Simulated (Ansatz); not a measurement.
**CuO2: magnetic order and moments**

The task here is to estimate one member of a computed series from the others.

Method: DFT PBE, scalar-relativistic, plane waves, PAW, in Ansatz 0.2.0.

## Starting point

Symmetry: Fm-3m, No. 225, cubic system. Conventional cell: a = 4.924 Å, b = 4.924 Å, c = 4.924 Å, α = 90.00°, β = 90.00°, γ = 90.00°. Around Cu (site symmetry m-3m) lie 8 O at 2.13 Å. Around O (site symmetry -43m) lie 4 Cu at 2.13 Å.

As a file:

```cif
data_structure
_symmetry_space_group_name_H-M 'Fm-3m'
_symmetry_Int_Tables_number 225
_cell_length_a 4.9236
_cell_length_b 4.9236
_cell_length_c 4.9236
_cell_angle_alpha 90.000
_cell_angle_beta 90.000
_cell_angle_gamma 90.000
_cell_volume 119.36
loop_
_atom_site_label
_atom_site_type_symbol
_atom_site_symmetry_multiplicity
_atom_site_Wyckoff_symbol
_atom_site_fract_x
_atom_site_fract_y
_atom_site_fract_z
_atom_site_occupancy
Cu1 Cu 4 a 0.00000 0.00000 0.00000 1
O1 O 8 c 0.25000 0.75000 0.75000 1
```

The structure is invented: a known structure type filled with these elements, not a reported compound.

The first run:

(A quick probe on a coarse mesh, which set the mesh and smearing, is not shown.)

File input.yaml:

```yaml
crystal:
  lattice:
    - [0.0, 2.4618215478, 2.4618215478]
    - [2.4618215478, 0.0, 2.4618215478]
    - [2.4618215478, 2.4618215478, 0.0]
  atoms:
    - { symbol: Cu, position: [0.0, 0.0, 0.0], spin: 0.73 }
    - { symbol: O, position: [0.25, 0.25, 0.25], spin: 0.79 }
    - { symbol: O, position: [0.75, 0.75, 0.75], spin: 0.79 }
basis:
  ecutwfc: 420
kpoints:
  mp_grid: { grid: [14, 14, 14] }
hamiltonian:
  xc: pbe
scf:
  occupations: { method: gaussian, width: 0.1 }
output:
  forces: true
  stress: true
  eigenvalues: true
  populations: true
magnetization:
  spin_polarized: true
relax:
  adjacent_minimum: "off"
  f_tol: 0.01
  max_steps: 80
  cell: { stress_tol: 0.05 }
```

The run is started by

```sh
ansatz run input.yaml --threads 1 --pin off --max-ram 2560MiB --backend cpu --events-out ev --progress --plain --runs-dir out
```

Among the steps run: The relaxation; Magnetic start: no spin polarisation; Start: ferromagnetic; Magnetic start: large parallel starting moments; Magnetic start: antiferromagnetic, doubled cell, propagation vector (0, 0, 1/2); Magnetic start: antiferromagnetic, doubled cell, propagation vector (0, 1/2, 1/2); Magnetic start: small parallel starting moments.

One table of the session follows, with a row left open; its other results are not shown here.

It belongs to the step «Which state is lowest». 

```
                                                            start  energy above the lowest (meV/atom)  pressure (GPa)
                                                    ferromagnetic                                0.00             0.0
                                  large parallel starting moments                                0.00             0.0
                                  small parallel starting moments                                0.00             0.0
  antiferromagnetic, doubled cell, propagation vector (0, 0, 1/2)                                58.0            -0.4
antiferromagnetic, doubled cell, propagation vector (0, 1/2, 1/2)                                   ?               ?
                                                          no spin                                88.8            -1.6
```

Q: Estimate the row for antiferromagnetic, doubled cell, propagation vector (0, 1/2, 1/2) from the others.

**Answer.** energy above the lowest (meV/atom): 70.8; pressure (GPa): -1.0. In the column «energy above the lowest (meV/atom)» it lies between antiferromagnetic, doubled cell, propagation vector (0, 0, 1/2) (58.0) and no spin (88.8).
